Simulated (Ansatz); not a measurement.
# C5H8F2: basis-set convergence

How large a basis does C5H8F2 need? Two functionals are run in growing sets.

The runs use Ansatz 0.2.0, Gaussian basis; one geometry, several basis sets.

Levels to be run: PBE0-D4/def2-SVP; ωB97M-V/def2-SVP; PBE0-D4/def2-QZVPP; ωB97M-V/def2-QZVPP; the functionals' def2-TZVPP values are taken from earlier runs.

### 1 The geometry

The geometry comes from an earlier relaxation with PBE0-D4 in a triple-zeta def2 set; it is a stationary point, not always the lowest conformer.

SMILES `F[C@H]1CCC[C@@H]1F`, 15 atoms, charge 0, spin multiplicity 1.

Atoms are counted from 1 here; the program's logs count them from 0.

Bond lengths: F1–C2 1.391 Å, C2–C3 1.514 Å, C2–C6 1.520 Å, C2–H8 1.092 Å, C3–C4 1.542 Å, C3–H9 1.091 Å, C3–H10 1.092 Å, C4–C5 1.542 Å, C4–H11 1.090 Å, C4–H12 1.090 Å, C5–C6 1.514 Å, C5–H13 1.092 Å, C5–H14 1.091 Å, C6–F7 1.391 Å, C6–H15 1.092 Å. Angles: F1–C2–C3 110.0°, F1–C2–C6 107.2°, F1–C2–H8 107.8°, C3–C2–C6 103.8°, C3–C2–H8 114.7°, C6–C2–H8 113.1°, C2–C3–C4 105.5°, C2–C3–H9 110.7°, C2–C3–H10 108.3°, C4–C3–H9 113.8°, C4–C3–H10 110.8°, H9–C3–H10 107.6°, C3–C4–C5 105.8°, C3–C4–H11 110.7°, C3–C4–H12 111.4°, C5–C4–H11 111.4°, C5–C4–H12 110.7°, H11–C4–H12 106.9° and more.

### 2 PBE0-D4 in def2-SVP

in.yaml

```yaml
crystal:
  periodic: [false, false, false]
  atoms:
    - {symbol: F, position_ang: [-1.451842, -1.412943, 0.594437]}
    - {symbol: C, position_ang: [-0.282689, -0.760373, 0.970649]}
    - {symbol: C, position_ang: [0.801280, -1.005529, -0.057372]}
    - {symbol: C, position_ang: [0.535790, 0.010004, -1.186771]}
    - {symbol: C, position_ang: [-0.495755, 1.006539, -0.620870]}
    - {symbol: C, position_ang: [-0.549118, 0.732841, 0.867154]}
    - {symbol: F, position_ang: [0.500137, 1.382430, 1.508528]}
    - {symbol: H, position_ang: [-0.031824, -1.081084, 1.984015]}
    - {symbol: H, position_ang: [0.790078, -2.044615, -0.389040]}
    - {symbol: H, position_ang: [1.769046, -0.818986, 0.413081]}
    - {symbol: H, position_ang: [1.458313, 0.513892, -1.476876]}
    - {symbol: H, position_ang: [0.147905, -0.480684, -2.080011]}
    - {symbol: H, position_ang: [-1.486763, 0.819682, -1.040002]}
    - {symbol: H, position_ang: [-0.248015, 2.051505, -0.811913]}
    - {symbol: H, position_ang: [-1.478242, 1.036522, 1.354191]}
basis:
  gaussian: {orbitals: def2-SVP}
hamiltonian: {xc: pbe0, dispersion: d4}
output: {orbitals: {seedname: orbitals}}
```

Command:

```bash
$ ansatz run in.yaml --threads 4 --pin off --events-out ev --progress --plain --max-ram 11315MiB
```

After this run come: ωB97M-V in def2-SVP; PBE0-D4 in def2-QZVPP; ωB97M-V in def2-QZVPP.

**Question.** What will the summary of the whole plan be? Wanted: PBE0-D4: double and triple zeta above quadruple; ωB97M-V: double and triple zeta above quadruple.

The runs gave:

| quantity | value |
| --- | --- |
| PBE0-D4: double and triple zeta above quadruple | 12.95, 0.56 eV |
| ωB97M-V: double and triple zeta above quadruple | 13.37, 0.54 eV |

What this shows: PBE0-D4 gains 12.38 eV from double to triple zeta, then 0.56 eV more. Total energies overstate the basis error of differences, where much of it tends to cancel. The LUMO of ωB97M-V is positive and keeps falling with the basis (3.46 to 2.00 eV): an unbound level that the basis holds in place.
